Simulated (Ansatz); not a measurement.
# HgTe2: the cost of one run

Computed with Ansatz 0.2.0 (DFT PBE, scalar-relativistic, plane waves, PAW, unless a step's input says otherwise).

### Step 1. Starting point

Symmetry: P4/nmm, No. 129, tetragonal system. Conventional cell: a = 4.794 Å, b = 4.794 Å, c = 7.315 Å, α = 90.00°, β = 90.00°, γ = 90.00°. Around Hg (site symmetry 4mm) lie 9 Te at 3.15 to 3.40 Å. Te (site symmetry -4m2) has 8 Te at 3.11 to 3.39 Å and 4 Hg at 3.25 Å as nearest neighbours. Around Te (site symmetry 4mm) lie 4 Te at 3.11 Å and 5 Hg at 3.15 to 3.40 Å.

Coordinates:

```
CELL_PARAMETERS angstrom
4.79400 0.00000 0.00000
0.00000 4.79400 0.00000
0.00000 0.00000 7.31469
ATOMIC_POSITIONS crystal
Hg 0.00000 0.50000 0.70000
Hg 0.50000 0.00000 0.30000
Te 0.00000 0.00000 0.00000
Te 0.50000 0.50000 0.00000
Te 0.00000 0.50000 0.27000
Te 0.50000 0.00000 0.73000
```

This is candidate A: Cu2Sb type (P4/nmm, No. 129).

(A quick probe on a coarse mesh, which set the mesh and smearing, is not shown.)

### Step 3. Coarse relaxation (candidate A)

The input, input.yaml:

```yaml
crystal:
  lattice:
    - [4.7940002593, 0.0, 0.0]
    - [0.0, 4.7940002593, 0.0]
    - [0.0, 0.0, 7.3146932815]
  atoms:
    - { symbol: Hg, position: [0.0, 0.5, 0.7] }
    - { symbol: Hg, position: [0.5, 0.0, 0.3] }
    - { symbol: Te, position: [0.0, 0.0, 0.0] }
    - { symbol: Te, position: [0.5, 0.5, 0.0] }
    - { symbol: Te, position: [0.0, 0.5, 0.27] }
    - { symbol: Te, position: [0.5, 0.0, 0.73] }
basis:
  ecutwfc: 420
kpoints:
  mp_grid: { grid: [4, 4, 4] }
hamiltonian:
  xc: pbe
scf:
  occupations: { method: gaussian, width: 0.1 }
  lower_state_search: "off"
output:
  forces: true
  stress: true
  eigenvalues: true
relax:
  adjacent_minimum: "off"
  f_tol: 0.04
  max_steps: 70
  cell: { stress_tol: 0.4 }
```

Command:

```sh
ansatz run input.yaml --threads 1 --pin off --max-ram 2560MiB --backend cpu --events-out ev --progress --plain --runs-dir out
```

**Question.** How long does this run take on 1 thread of Intel Xeon Platinum 8259CL at 2.50GHz (Skylake/Cascade Lake), shared host, and how much memory does it need?

About 6.9 min, with a peak of 0.61 GiB.
